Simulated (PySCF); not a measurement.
**One shape, several levels: C2H9NSi (SMILES CN(C)[SiH3])**

Wanted: a comparison of 6 runs (CAM-B3LYP/6-31G*, M06-L/6-31G*, PBE/6-31G*, PBE0/6-31G*, TPSS/6-31G*, CCSD(T)/6-31G*) of C2H9NSi. The job is set up through a Python script.

The results are computed with PySCF 2.14.0.

## Step 1: The structure to begin with

The species is C2H9NSi (13 atoms), meant as a singlet with charge 0. SMILES: `CN(C)[SiH3]`. Geometry: relaxed at PBE0-D4/def2-TZVP.

Bond lengths: C1–N2 1.442 Å, N2–C3 1.442 Å, N2–Si4 1.717 Å, C1–H5 1.101 Å, C1–H6 1.097 Å, C1–H7 1.092 Å, C3–H8 1.097 Å, C3–H9 1.101 Å, C3–H10 1.092 Å, Si4–H11 1.497 Å, Si4–H12 1.487 Å, Si4–H13 1.487 Å. Some angles: C1–N2–C3 113.7°, C1–N2–Si4 120.9°, C3–N2–Si4 120.9°, N2–C1–H5 112.8°, N2–C1–H6 110.4°, N2–C1–H7 110.5°, N2–C3–H8 110.4°, N2–C3–H9 112.8°, N2–C3–H10 110.5°, N2–Si4–H11 115.3°.

## Step 2: A single-point energy at CAM-B3LYP/6-31G(d) (spherical functions) (run 1)

mol.xyz

```xyz
13

C     -0.853400     1.051500    -0.567400
N     -0.064300     0.101400     0.176900
C      1.257300     0.576800     0.503700
Si    -0.404400    -1.580400     0.101900
H     -0.416100     1.292500    -1.548500
H     -0.947500     1.991500    -0.009400
H     -1.860700     0.663700    -0.735400
H      1.197400     1.509100     1.079000
H      1.870100     0.778300    -0.388400
H      1.787100    -0.156700     1.115700
H      0.068700    -2.275300    -1.137100
H     -1.879700    -1.752300     0.167000
H      0.265600    -2.234700     1.256700
```

job.py

```python
# CN(C)[SiH3]
from pyscf import gto, dft

mol = gto.M(
    atom='mol.xyz',
    charge=0,
    max_memory=1860,
    verbose=3,
    basis='6-31g*',
)

myscf = dft.RKS(mol, xc='cam-b3lyp')
myscf.grids.level = 5
myscf.conv_tol = 1e-10
myscf.kernel()
if not myscf.converged:
    myscf = myscf.newton().run(myscf.mo_coeff, myscf.mo_occ)

etot = myscf.e_tot
print('Final energy', etot)
```

Run with:

```
$ OMP_NUM_THREADS=1 python job.py
```

What it wrote:

```text
converged SCF energy = -425.77113846821
Final energy -425.77113846820953
```

It took 34 s on 1 thread of Intel Xeon at 2.70GHz, shared host; peak memory 0.4 GiB.

## Step 3: The energy at M06-L/6-31G(d) (spherical functions) (run 2)

input.py

```python
# CN(C)[SiH3]
from pyscf import gto, dft

system = gto.Mole()
system.atom = '''
C     -1.612692     1.987047    -1.072231
N     -0.121509     0.191618     0.334293
C      2.375953     1.089994     0.951855
Si    -0.764205    -2.986523     0.192563
H     -0.786315     2.442471    -2.926241
H     -1.790516     3.763390    -0.017763
H     -3.516213     1.254211    -1.389705
H      2.262758     2.851786     2.039014
H      3.533977     1.470774    -0.733970
H      3.377130    -0.296120     2.108367
H      0.129824    -4.299694    -2.148808
H     -3.552118    -3.311367     0.315584
H      0.501911    -4.222971     2.374819
'''
system.unit = 'bohr'
system.verbose = 3
system.basis = '6-31g*'
system.max_memory = 1860
system.charge = 0
system.build()

ks = dft.RKS(system)
ks.xc = 'm06-l'
ks.conv_tol = 1e-10
ks.grids.level = 5
ks.kernel()
if not ks.converged:
    ks = ks.newton().run(ks.mo_coeff, ks.mo_occ)

e_final = ks.e_tot
print(f'total energy: {e_final:.8f} hartree')
```

Run with:

```
$ OMP_NUM_THREADS=1 python input.py
```

What it wrote:

```text
converged SCF energy = -425.822251646778
total energy: -425.82225165 hartree
```

Wall time 35 s (1 thread of Intel Xeon at 2.70GHz, shared host); peak memory 0.44 GiB.

Run 3 isn't shown in full; the table further down has it.

## Step 4: A single-point energy at PBE0/6-31G(d) (spherical functions) (run 4)

input.py

```python
# CN(C)[SiH3]
from pyscf import gto, dft

mol = gto.M(
    atom='''
C     -0.853400     1.051500    -0.567400
N     -0.064300     0.101400     0.176900
C      1.257300     0.576800     0.503700
Si    -0.404400    -1.580400     0.101900
H     -0.416100     1.292500    -1.548500
H     -0.947500     1.991500    -0.009400
H     -1.860700     0.663700    -0.735400
H      1.197400     1.509100     1.079000
H      1.870100     0.778300    -0.388400
H      1.787100    -0.156700     1.115700
H      0.068700    -2.275300    -1.137100
H     -1.879700    -1.752300     0.167000
H      0.265600    -2.234700     1.256700
''',
    verbose=3,
    max_memory=1860,
    basis='6-31g*',
)

mf = dft.RKS(mol, xc='pbe0')
mf.conv_tol = 1e-10
mf.grids.level = 5
mf.kernel()
if not mf.converged:
    mf = mf.newton().run(mf.mo_coeff, mf.mo_occ)

e_tot = mf.e_tot
print('Final energy', e_tot)
```

Run with:

```
$ OMP_NUM_THREADS=1 python input.py
```

What it wrote:

```text
converged SCF energy = -425.553783346184
Final energy -425.55378334618365
```

Run time: 20 s. Hardware: 1 thread of Intel Xeon at 2.70GHz, shared host; peak memory 0.4 GiB.

Run 5 isn't shown in full; the table further down has it.

## Step 5: The energy at CCSD(T)/6-31G(d) (spherical functions) (run 6)

run.py

```python
from pyscf import gto, scf, cc

mol = gto.M(
    atom='''
C     -1.612692     1.987047    -1.072231
N     -0.121509     0.191618     0.334293
C      2.375953     1.089994     0.951855
Si    -0.764205    -2.986523     0.192563
H     -0.786315     2.442471    -2.926241
H     -1.790516     3.763390    -0.017763
H     -3.516213     1.254211    -1.389705
H      2.262758     2.851786     2.039014
H      3.533977     1.470774    -0.733970
H      3.377130    -0.296120     2.108367
H      0.129824    -4.299694    -2.148808
H     -3.552118    -3.311367     0.315584
H      0.501911    -4.222971     2.374819
''',
    verbose=4,
    unit='bohr',
    spin=0,
    basis='6-31g*',
    max_memory=1860,
)

hf = scf.RHF(mol)
hf.conv_tol = 1e-10
hf.kernel()
if not hf.converged:
    hf = hf.newton().run(hf.mo_coeff, hf.mo_occ)

mycc = cc.CCSD(hf, frozen=8)
mycc.kernel()
e_t = mycc.ccsd_t()
etot = mycc.e_tot + e_t
print('E = %.10f Eh' % etot)
```

Run with:

```
$ OMP_NUM_THREADS=1 python run.py
```

What it wrote:

```text
PySCF version 2.14.0

[... 67 lines left out ...]
converged SCF energy = -424.332417843991
[... 12 lines left out ...]
Init t2, MP2 energy = -424.833854688521  E_corr(MP2) -0.501436844530118
[... 11 lines left out ...]
CCSD converged
[... 2 lines left out ...]
E = -424.9020711443 Eh
```

Wall time 14 s (1 thread of Intel Xeon at 2.70GHz, shared host); peak memory 0.33 GiB.

## Step 6: All runs side by side

```
run                                   level  integration grid  frozen core orbitals  energy (Eh)  dipole moment (D) of the reference  HOMO energy (eV)  LUMO energy (eV)  wall time
  1  CAM-B3LYP/6-31G* (spherical functions)                 5                     –  -425.771138                                0.93             -7.49              2.16       34 s
  2      M06-L/6-31G* (spherical functions)                 5                     –  -425.822252                                0.93             -5.15              0.80       35 s
  3        PBE/6-31G* (spherical functions)                 5                     –  -425.495866                                0.98             -4.80              0.24       22 s
  4       PBE0/6-31G* (spherical functions)                 5                     –  -425.553783                                0.97             -6.17              1.10       20 s
  5       TPSS/6-31G* (spherical functions)                 5                     –  -425.897156                                1.02             -4.94              0.47       37 s
  6    CCSD(T)/6-31G* (spherical functions)                 –                     8  -424.902071                                0.95             -9.53              4.29       14 s
```

## Step 7: What came out

| quantity | value |
| --- | --- |
| run 6: total energy | -424.90207 Eh |
| run 6: dipole moment (Hartree–Fock density) | 0.95 D |
| run 6: HOMO energy (Hartree–Fock orbitals) | -9.53 eV |
| run 6: LUMO energy (Hartree–Fock orbitals) | 4.29 eV |
| run 6: HOMO–LUMO gap (Hartree–Fock orbitals) | 13.81 eV |
| run 6: correlation energy (8 core orbitals frozen) | -569.7 mEh |
| run 6: (T) correction | -14.63 mEh |
| run 6: T1 diagnostic | 0.011 |

Over runs 1, 2, 3, 4, 5 the dipole moment (its size) runs from 0.93 D (M06-L/6-31G*) to 1.02 D (TPSS/6-31G*). Over runs 1, 2, 3, 4, 5 the HOMO–LUMO gap runs from 5.04 eV (PBE/6-31G*) to 9.65 eV (CAM-B3LYP/6-31G*). Totals of different functionals can't be ranked against each other. All runs together took 2.7 min, the longest 37 s.
